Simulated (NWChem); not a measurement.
# One shape, several levels: doublet [SnSiH6]−

Wanted: a comparison of 5 runs (UHF/STO-3G, UHF/3-21G, UM06-2X/def2-SVPD, UB3LYP/def2-SVPD, UPBE0/def2-SVPD) of doublet [SnSiH6]−. 

The results are computed with NWChem 7.3.0.

32 further runs of the same task are left out: 32 set aside as unsound or not needed.

## 1. The molecule

The species is [SnSiH6]− (8 atoms), meant as a doublet with charge -1. SMILES of the parent species: `[SiH3][SnH3]`. The coordinates come from a PBE0-D4/def2-TZVP relaxation. That shape belongs to the parent species and isn't relaxed for this state.

Bond lengths: Si1–Sn2 2.560 Å, Si1–H3 1.487 Å, Si1–H4 1.487 Å, Si1–H5 1.487 Å, Sn2–H6 1.708 Å, Sn2–H7 1.708 Å, Sn2–H8 1.708 Å. Some angles: Si1–Sn2–H6 110.7°, Si1–Sn2–H7 110.8°, Si1–Sn2–H8 110.8°, Sn2–Si1–H3 110.2°, Sn2–Si1–H4 110.2°, Sn2–Si1–H5 110.2°, H6–Sn2–H7 108.2°, H6–Sn2–H8 108.2°, H7–Sn2–H8 108.2°, H3–Si1–H4 108.8°.

## 2. A single-point energy at UHF/STO-3G (run 1)

File test.nw:

```
start test
title "H6SiSn"
memory 2200 mb
charge -1
geometry units angstrom noautosym nocenter noautoz
   Si      -0.621900       0.121300      -1.152100
   Sn       0.611700      -0.129400       1.077500
   H       -2.070400       0.355200      -0.912500
   H       -0.465000      -1.112000      -1.967300
   H       -0.071600       1.272400      -1.915300
   H        0.450400       1.285900       2.019300
   H        2.276200      -0.410700       0.820500
   H       -0.017200      -1.439600       1.974000
end
basis spherical bse
   * library STO-3G
end
scf
   doublet
   uhf
   thresh 1e-08
   maxiter 80
end
task scf energy
```

The run is started by

```bash
$ nwchem test.nw > test.out
```

Log:

```text
[...]
  functions       =    42
[...]
  wavefunction    = UHF
[...]
         Total SCF energy =  -6252.047726943721
      One electron energy =  -9146.093527049983
      Two electron energy =   2655.786876938023
 Nuclear repulsion energy =    238.258923168240
                       Sz =      0.5000
                 Sz(Sz+1) =      0.7500
                      S^2 =      0.7531
[...]
```

It took 17 s on 1 thread of Intel Xeon Platinum 8175M at 2.50GHz (Skylake/Cascade Lake), shared host; peak memory 0.099 GiB.

## 3. The energy at UHF/3-21G (run 2)

File h6sisn.xyz:

```xyz
8

Si    -0.621900     0.121300    -1.152100
Sn     0.611700    -0.129400     1.077500
H     -2.070400     0.355200    -0.912500
H     -0.465000    -1.112000    -1.967300
H     -0.071600     1.272400    -1.915300
H      0.450400     1.285900     2.019300
H      2.276200    -0.410700     0.820500
H     -0.017200    -1.439600     1.974000
```

File h6sisn.nw:

```
start h6sisn
memory total 2200 mb
charge -1
geometry noautosym nocenter noautoz
load format xyz h6sisn.xyz
end
basis "ao basis" spherical bse
* library 3-21G
end
scf
doublet
uhf
thresh 1e-08
maxiter 80
print low
end
task scf energy
```

The run is started by

```bash
$ nwchem h6sisn.nw > h6sisn.out
```

Log:

```text
[...]
  functions       =    56
[...]
  wavefunction    = UHF
[...]
         Total SCF energy =  -6287.003866440261
      One electron energy =  -9165.656610432514
      Two electron energy =   2640.393820824013
 Nuclear repulsion energy =    238.258923168240
                       Sz =      0.5000
                 Sz(Sz+1) =      0.7500
                      S^2 =      0.7674
[...]
```

Run time: 22 s. Hardware: 1 thread of Intel Xeon Platinum 8175M at 2.50GHz (Skylake/Cascade Lake), shared host; peak memory 0.1 GiB.

Run 3 isn't shown in full; the table further down has it.

## 4. A single-point energy at UB3LYP/def2-SVPD (core potential) (run 4)

File run.nw:

```
START run
memory total 2200 mb
charge -1

GEOMETRY units angstrom noautosym nocenter noautoz
 Si   -0.621900    0.121300   -1.152100
 Sn    0.611700   -0.129400    1.077500
 H    -2.070400    0.355200   -0.912500
 H    -0.465000   -1.112000   -1.967300
 H    -0.071600    1.272400   -1.915300
 H     0.450400    1.285900    2.019300
 H     2.276200   -0.410700    0.820500
 H    -0.017200   -1.439600    1.974000
END

BASIS spherical bse
 * library def2-SVPD
END

ECP bse
 Sn library def2-SVPD
END

DFT
 xc b3lyp
 mult 2
 grid fine
 convergence energy 1e-08
 iterations 100
 mulliken
END

TASK dft energy
```

The run is started by

```bash
$ nwchem run.nw > run.out
```

Log:

```text
[...]
          Wavefunction type:  spin polarized.
          No. of atoms     :     8
          No. of electrons :    43
[...]
          Charge           :    -1
          Spin multiplicity:     2
[...]
          AO basis - number of functions:   104
[...]
              XC Information
              --------------
                         B3LYP Method XC Potential
                     Hartree-Fock (Exact) Exchange  0.200
                        Slater Exchange Functional  0.800 local
                    Becke 1988 Exchange Functional  0.720 non-local
              Lee-Yang-Parr Correlation Functional  0.810
                  VWN I RPA Correlation Functional  0.190 local
[...]
 d= 0,ls=0.0,diis     1   -507.1399008926 -6.25D+02  5.74D-01  2.95D-01     6.9
[...]
 d= 0,ls=0.0,diis    15   -507.3387707975 -1.44D-11  1.59D-07  8.40D-14   116.6
[...]
         Total DFT energy =     -507.338770797455
      One electron energy =    -1022.741843635714
           Coulomb energy =      438.746385067166
    Exchange-Corr. energy =      -41.383505741109
 Nuclear repulsion energy =      118.040193512202
[...]
      Total Density - Mulliken Population Analysis
     ---------------------------------------------
    Atom       Charge   Shell Charges
 -----------   ------   -------------------------------------------------------
    1 Si  14    14.83   2.00  1.98  1.09  0.58  0.07  5.92  1.30  1.62  0.13  0.13
    2 Sn  22    22.81   0.43  1.60  1.16 -0.08  1.11  2.77  3.24  1.61  0.81  9.68  0.43  0.05
    3 H    1     0.82   0.75  0.08  0.01 -0.03
    4 H    1     0.82   0.75  0.08  0.01 -0.03
    5 H    1     0.82   0.75  0.08  0.01 -0.03
    6 H    1     0.97   0.70  0.30  0.01 -0.04
    7 H    1     0.97   0.70  0.30  0.01 -0.04
    8 H    1     0.97   0.70  0.30  0.01 -0.04
[...]
      <S2> =      0.7510 (Exact =     0.7500)
[...]
```

Run time: 2 min. Hardware: 1 thread of Intel Xeon Platinum 8175M at 2.50GHz (Skylake/Cascade Lake), shared host; peak memory 0.12 GiB.

## 5. The energy at UPBE0/def2-SVPD (core potential) (run 5)

File work.nw:

```
start work
memory 2200 mb
charge -1
geometry noautosym nocenter noautoz
  Si   -0.621900    0.121300   -1.152100
  Sn    0.611700   -0.129400    1.077500
  H    -2.070400    0.355200   -0.912500
  H    -0.465000   -1.112000   -1.967300
  H    -0.071600    1.272400   -1.915300
  H     0.450400    1.285900    2.019300
  H     2.276200   -0.410700    0.820500
  H    -0.017200   -1.439600    1.974000
end
basis spherical bse
  * library def2-SVPD
end
ecp bse
  Sn library def2-SVPD
end
dft
  xc pbe0
  mult 2
  grid fine
  convergence energy 1e-08
  iterations 100
  mulliken
end
task dft energy
```

The run is started by

```bash
$ nwchem work.nw > work.out
```

Log:

```text
[...]
          Wavefunction type:  spin polarized.
          No. of atoms     :     8
          No. of electrons :    43
[...]
          Charge           :    -1
          Spin multiplicity:     2
[...]
          AO basis - number of functions:   104
[...]
              XC Information
              --------------
                         PBE0 Method XC Functional
                     Hartree-Fock (Exact) Exchange  0.250
          PerdewBurkeErnzerhof Exchange Functional  0.750
            Perdew 1991 LDA Correlation Functional  1.000 local
           PerdewBurkeErnz. Correlation Functional  1.000 non-local
[...]
 d= 0,ls=0.0,diis     1   -506.9131348528 -6.25D+02  5.55D-01  2.94D-01     9.9
[...]
 d= 0,ls=0.0,diis    15   -507.1115634054 -1.73D-10  6.92D-07  1.87D-13   138.3
[...]
         Total DFT energy =     -507.111563405444
      One electron energy =    -1022.828554352885
           Coulomb energy =      438.825585341205
    Exchange-Corr. energy =      -41.148787905966
 Nuclear repulsion energy =      118.040193512202
[...]
      Total Density - Mulliken Population Analysis
     ---------------------------------------------
    Atom       Charge   Shell Charges
 -----------   ------   -------------------------------------------------------
    1 Si  14    14.85   2.00  1.98  1.05  0.57  0.07  5.93  1.29  1.69  0.13  0.14
    2 Sn  22    22.63   0.43  1.60  1.13 -0.20  1.17  2.77  3.24  1.62  0.71  9.68  0.44  0.05
    3 H    1     0.83   0.73  0.12  0.01 -0.03
    4 H    1     0.83   0.73  0.12  0.01 -0.03
    5 H    1     0.83   0.73  0.12  0.01 -0.03
    6 H    1     1.01   0.68  0.36  0.01 -0.04
    7 H    1     1.01   0.68  0.36  0.01 -0.04
    8 H    1     1.01   0.68  0.36  0.01 -0.04
[...]
      <S2> =      0.7516 (Exact =     0.7500)
[...]
```

Wall time 2.3 min (1 thread of Intel Xeon Platinum 8175M at 2.50GHz (Skylake/Cascade Lake), shared host); peak memory 0.12 GiB.

## 6. Overview of the runs

| run | level | iteration cap | module | energy (Eh) | HOMO energy (eV) | LUMO energy (eV) | ⟨S²⟩ | wall time |
| --- | --- | --- | --- | --- | --- | --- | --- | --- |
| 1 | UHF/STO-3G | 80 | scf | -6252.047727 | 9.28 | 18.38 | 0.753 | 17 s |
| 2 | UHF/3-21G | 80 | scf | -6287.003866 | – | – | 0.767 | 22 s |
| 3 | UM06-2X/def2-SVPD (core potential) | 100 | dft | -507.126559 | – | – | 0.751 | 3.8 min |
| 4 | UB3LYP/def2-SVPD (core potential) | 100 | dft | -507.338771 | 2.20 | 3.19 | 0.751 | 2 min |
| 5 | UPBE0/def2-SVPD (core potential) | 100 | dft | -507.111563 | 2.11 | 3.45 | 0.752 | 2.3 min |

## 7. What came out

| quantity | value |
| --- | --- |
| run 5: total energy | -507.11156 Eh |
| run 5: HOMO energy (highest over α and β) | 2.11 eV |
| run 5: LUMO energy (lowest over α and β) | 3.45 eV |
| run 5: ⟨S²⟩ | 0.752 |

Totals of different functionals can't be ranked against each other. Some runs of one species differ in core potentials or relativity; totals across that change don't compare. In runs 1, 4, 5 the HOMO lies above zero, from self-interaction, a short basis or an electron that isn't bound. In run 1 the basis is minimal, so the values are rough. In runs 1, 2 relativity is left out where basis or elements ask for it. All runs together took 8.8 min, the longest 3.8 min.
